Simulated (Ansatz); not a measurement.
# KRu: the cost of one run

Program: Ansatz 0.2.0. Level of theory: DFT PBE, scalar-relativistic, plane waves, PAW. These are calculated values, not measurements.

## 1. The system as given

Symmetry: I4/mmm, No. 139, tetragonal system. The conventional cell has a = 4.414 Å, b = 4.414 Å, c = 5.510 Å, α = 90.00°, β = 90.00°, γ = 90.00°. K (site symmetry 4/mmm) has 6 Ru at 2.76 to 3.12 Å as nearest neighbours. Ru (site symmetry 4/mmm) is surrounded by 6 K at 2.76 to 3.12 Å.

Coordinates:

```
K Ru
1.0
    -2.20697    2.20697    2.75523
     2.20697   -2.20697    2.75523
     2.20697    2.20697   -2.75523
K Ru
1 1
Cartesian
  0.0000 0.0000 2.7552
  0.0000 0.0000 0.0000
```

The cell is invented: random cell by space group and Wyckoff sites (I4/mmm, No. 139). Its size is a rough estimate.

## 2. The guess as it stands, on a coarse mesh

Input file input.yaml:

```yaml
crystal:
  lattice:
    - [-2.20696968, 2.20696968, 2.75523267]
    - [2.20696968, -2.20696968, 2.75523267]
    - [2.20696968, 2.20696968, -2.75523267]
  atoms:
    - { symbol: K, position: [0.5, 0.5, 0.0] }
    - { symbol: Ru, position: [0.0, 0.0, 0.0] }
basis:
  ecutwfc: 420
kpoints:
  mp_grid: { grid: [6, 6, 6] }
hamiltonian:
  xc: pbe
scf:
  occupations: { method: gaussian, width: 0.1 }
  lower_state_search: "off"
output:
  forces: true
  stress: true
  eigenvalues: true
```

The run is started by

```console
$ ansatz run input.yaml --threads 1 --pin off --max-ram 2048MiB --backend cpu --events-out ev --progress --plain --runs-dir out
```

**Question.** How long does this run take on 1 thread of Arm Neoverse V2, shared host, and how much memory does it need?

About 1.4 s, with a peak of 0.3 GiB.
